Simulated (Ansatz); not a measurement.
**CH₄OTe (SMILES OC[TeH]): one structure at several levels**

An exercise on one series of results from a longer session: the logs are not shown, and one member is left open.

Method: single points in def2-TZVPP; program: Ansatz 0.2.0, Gaussian basis.

Cores are frozen in the correlated methods. Filled d shells of the heavier atoms are correlated. Core potentials replace the inner electrons past krypton, and spin-orbit coupling is left out.

**The system as given**

SMILES `OC[TeH]`, 7 atoms, charge 0, spin multiplicity 1.

Atoms are counted from 1 here; the program's logs count them from 0.

Bond lengths: O1–C2 1.346 Å, O1–H4 0.990 Å, C2–Te3 2.229 Å, C2–H5 1.046 Å, C2–H6 1.143 Å, Te3–H7 1.632 Å. Angles: C2–O1–H4 105.1°, O1–C2–Te3 114.0°, O1–C2–H5 119.3°, O1–C2–H6 106.1°, Te3–C2–H5 105.7°, Te3–C2–H6 104.2°, H5–C2–H6 106.3°, C2–Te3–H7 91.2°.

As a file:

```csv
atom,x (Å),y (Å),z (Å)
O1,-1.26400,-0.11480,-0.51360
C2,-0.29160,0.49750,0.18660
Te3,1.75660,0.17060,-0.63070
H4,-1.17780,-1.07510,-0.29010
H5,-0.21600,0.32530,1.21580
H6,-0.46860,1.61950,0.06130
H7,1.85880,-1.27990,0.10940
```

The first run:

run/in.yaml reads:

```yaml
crystal:
  periodic: [false, false, false]
  atoms:
    - {symbol: O, position_ang: [-1.264000, -0.114800, -0.513600]}
    - {symbol: C, position_ang: [-0.291600, 0.497500, 0.186600]}
    - {symbol: Te, position_ang: [1.756600, 0.170600, -0.630700]}
    - {symbol: H, position_ang: [-1.177800, -1.075100, -0.290100]}
    - {symbol: H, position_ang: [-0.216000, 0.325300, 1.215800]}
    - {symbol: H, position_ang: [-0.468600, 1.619500, 0.061300]}
    - {symbol: H, position_ang: [1.858800, -1.279900, 0.109400]}
basis:
  gaussian: {orbitals: def2-TZVPP}
correlation: {method: ccsd_t}
output: {forces: true}
```

No record of the launch command was kept for these runs.

Steps of the session up to this table: CCSD(T)/def2-TZVPP; PBE0-D4/def2-TZVPP; wB97M-V/def2-TZVPP; r2SCAN-D4/def2-TZVPP; PBE-D4/def2-TZVPP; CAM-B3LYP-D4/def2-TZVPP; wB97X-V/def2-TZVPP.

One of the session's tables, all rows but one given; the rest of the session is left out.

```
      method  RMS force component (eV/Å)  angle to CCSD(T) forces (°)  dipole (D)
     CCSD(T)                       1.254                    reference        1.64
     PBE0-D4                       1.196                          9.2        1.71
     wB97M-V                       1.242                          3.8        1.64
   r2SCAN-D4                       1.175                          7.5        1.77
      PBE-D4                           ?                            ?           ?
CAM-B3LYP-D4                       1.234                          6.4        1.65
     wB97X-V                       1.279                          4.3        1.68
```

Estimate the missing values for PBE-D4.

**Answer.** RMS force component (eV/Å): 1.135; angle to CCSD(T) forces (°): 12.4; dipole (D): 1.68. In the column «RMS force component (eV/Å)» it is the lowest.
